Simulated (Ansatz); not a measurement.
# One shape, several levels: doublet [BCNF2]+

Wanted: a comparison of 6 runs (UHF/STO-3G, U-r2SCAN/6-311+G**, U-revPBE/6-311+G**, UPBE/6-311+G**, USVWN5/6-311+G**, UCCSD(T)/6-311+G**) of doublet [BCNF2]+. 

The calculation is run with Ansatz 0.2.0.

69 further runs of the same task are left out: 69 set aside as unsound or not needed.

## Step 1: The system as given

[BCNF2]+: 5 atoms, total charge +1, spin state doublet. As SMILES of the parent species, `N#CB(F)F`. Geometry: relaxed at PBE0-D4/def2-TZVP. That shape belongs to the parent species and isn't relaxed for this state.

Bond lengths: N1–C2 1.150 Å, C2–B3 1.543 Å, B3–F4 1.306 Å, B3–F5 1.306 Å. Angles: N1–C2–B3 180.0°, C2–B3–F4 119.9°, C2–B3–F5 119.9°, F4–B3–F5 120.2°.

## Step 2: The energy at UHF/STO-3G (run 1)

Contents of input.yaml:

```yaml
crystal:
  periodic: [false, false, false]
  atoms:
    - symbol: "N"
      position_ang: [-0.715100, 1.789700, 0.801000]
    - symbol: C
      position_ang: [-0.319400, 0.804800, 0.359300]
    - symbol: B
      position_ang: [0.212000, -0.517400, -0.233800]
    - symbol: F
      position_ang: [1.451200, -0.872800, -0.026200]
    - symbol: F
      position_ang: [-0.578700, -1.277900, -0.941900]
basis:
  gaussian: {orbitals: STO-3G}
total_charge: 1
magnetization: {spin_polarized: true, initial_magnetization: 1}
accuracy: high
hamiltonian: {xc: hf}
output: {orbitals: {seedname: orbitals}}
```

The run is started by

```
ansatz run input.yaml --threads 1 --pin off --max-ram 3480MiB --events-out events.jsonl --progress --plain --runs-dir runs
```

What it wrote:

```text
Warning: RAYON_NUM_THREADS=1 ignored (pool sized by the plan → 1); use --threads N
Functional definition: HF
  name "HF"
  exchange = exact_x
  correlation = 0
475 factors; integrals over basis functions are off by at most 5.9e-8 eV
mean field evaluation 1: about -8465.5144 eV, gradient 2.7e1 eV
mean field evaluation 2: about -8465.5778 eV, gradient 2.7e1 eV
mean field evaluation 4: about -8470.8220 eV, gradient 2.3e0 eV
mean field evaluation 8: about -8470.8753 eV, gradient 9.7e-3 eV
mean field evaluation 16: about -8470.8701 eV, gradient 6.0e-3 eV
mean field evaluation 32: about -8471.5146 eV, gradient 4.0e-4 eV
mean field evaluation 64: about -8470.8602 eV, gradient 3.2e-1 eV
mean field evaluation 96: about -8469.5349 eV, gradient 5.6e-1 eV
mean field evaluation 128: about -8470.8701 eV, gradient 8.8e-5 eV
mean field -8471.51463420 eV, -311.3224206080 hartree, gradient 1.7e-8 eV, S^2 1.130225; 4 other end points of the search recorded, 0 dependent functions left out
reference -8471.51463420 eV, -311.3224206080 hartree; 18, 17 occupied and 7, 8 virtual orbitals, 475 factors
Total energy: -8471.51463420 eV, -311.3224206080 hartree
```

It took 0.46 s on 1 thread of Arm Neoverse V2, shared host.

## Step 3: The energy at U-r2SCAN/6-311+G(d,p) (run 2)

Contents of input.yaml:

```yaml
crystal:
  periodic: [false, false, false]
  atoms:
    - {symbol: N, position_ang: [-0.715100, 1.789700, 0.801000]}
    - {symbol: C, position_ang: [-0.319400, 0.804800, 0.359300]}
    - {symbol: B, position_ang: [0.212000, -0.517400, -0.233800]}
    - {symbol: F, position_ang: [1.451200, -0.872800, -0.026200]}
    - {symbol: F, position_ang: [-0.578700, -1.277900, -0.941900]}
basis:
  gaussian:
    orbitals: 6-311+G_st__st_.json
hamiltonian:
  xc: r2scan
output: {orbitals: {seedname: orbitals}}
total_charge: 1
magnetization:
  spin_polarized: true
  initial_magnetization: 1
accuracy: high
```

The basis set 6-311+G** is read from a file made from the Basis Set Exchange's data (not shown).

The run is started by

```
ansatz run input.yaml --threads 1 --pin off --max-ram 3480MiB --events-out events.jsonl --progress --plain --runs-dir runs
```

What it wrote (excerpt; [...] marks lines left out):

```text
Warning: RAYON_NUM_THREADS=1 ignored (pool sized by the plan → 1); use --threads N
Functional definition: r2SCAN
  name "r2SCAN"
[...]
1963 factors; integrals over basis functions are off by at most 4.0e-9 eV
[...]
mean field -8624.54497275 eV, -316.9461818219 hartree, gradient 3.0e-8 eV, S^2 0.753423; 8 other end points of the search recorded, 0 dependent functions left out
reference -8624.54497976 eV, -316.9461820795 hartree; 18, 17 occupied and 92, 93 virtual orbitals, 1963 factors
Total energy: -8624.54497976 eV, -316.9461820795 hartree
```

Wall time 2.9 min (1 thread of Arm Neoverse V2, shared host); peak memory 0.48 GiB.

Runs 3 to 5 aren't shown in full; the table further down has their settings and results.

## Step 4: The energy at UCCSD(T)/6-311+G(d,p) (run 6)

Contents of in.yaml:

```yaml
crystal:
  periodic: [false, false, false]
  atoms:
    - {symbol: N, position_ang: [-0.715100, 1.789700, 0.801000]}
    - {symbol: C, position_ang: [-0.319400, 0.804800, 0.359300]}
    - {symbol: B, position_ang: [0.212000, -0.517400, -0.233800]}
    - {symbol: F, position_ang: [1.451200, -0.872800, -0.026200]}
    - {symbol: F, position_ang: [-0.578700, -1.277900, -0.941900]}
basis:
  gaussian:
    orbitals: 6-311+G_st__st_.json
total_charge: 1
magnetization:
  spin_polarized: true
  initial_magnetization: 1
correlation:
  method: ccsd_t
  frozen_orbitals: {B: 1, C: 1, F: 1, "N": 1}
accuracy: high
scf:
  omitted_lower_state_checks: [cluster_reference, increment]
```

The basis set 6-311+G** is read from a file made from the Basis Set Exchange's data (not shown).

The run is started by

```
ansatz run in.yaml --threads 1 --pin off --max-ram 3480MiB --events-out events.jsonl --progress --plain --runs-dir runs
```

What it wrote:

```text
Warning: RAYON_NUM_THREADS=1 ignored (pool sized by the plan → 1); use --threads N
[... 15 lines left out ...]
5 core orbitals not correlated: weight in the atoms' cores, before any rotation towards them, 1.000 or more for the frozen orbitals, at most 0.000 for the correlated occupied ones
[... 40 lines left out ...]
Total energy: -8609.67509308 eV, -316.3997238235 hartree
Checks for a lower state left out: cluster_reference, increment
```

Wall time 3.4 min (1 thread of Arm Neoverse V2, shared host); peak memory 2.1 GiB.

## Step 5: Overview of the runs

| run | level | frozen core orbitals | energy (Eh) | HOMO energy (eV) | LUMO energy (eV) | ⟨S²⟩ | wall time |
| --- | --- | --- | --- | --- | --- | --- | --- |
| 1 | UHF/STO-3G | – | -311.322421 | -19.48 | -8.12 | 1.130 | 0.46 s |
| 2 | U-r2SCAN/6-311+G** | – | -316.946182 | -17.96 | -17.09 | 0.753 | 2.9 min |
| 3 | U-revPBE/6-311+G** | – | -317.003830 | -17.27 | -17.05 | 0.754 | 32 s |
| 4 | UPBE/6-311+G** | – | -316.765529 | -17.33 | -17.17 | 0.754 | 41 s |
| 5 | USVWN5/6-311+G** | – | -314.772851 | -17.47 | – | 0.753 | 18 s |
| 6 | UCCSD(T)/6-311+G** | 5 | -316.399724 | – | – | 0.762 | 3.4 min |

## Step 6: Results

| quantity | value |
| --- | --- |
| run 6: total energy | -316.39972 Eh |
| run 6: correlation energy (5 core orbitals frozen) | -763.4 mEh |
| run 6: (T) correction | -24.66 mEh |
| run 6: ⟨S²⟩ of the reference determinant | 0.762 |
| run 6: T1 diagnostic | 0.020 |

What this shows: Totals of different functionals can't be ranked against each other. In run 1 the basis is minimal, so the values are rough. Spin contamination of the reference: run 1 ⟨S²⟩ = 1.13. All runs together took 7.8 min, the longest 3.4 min.
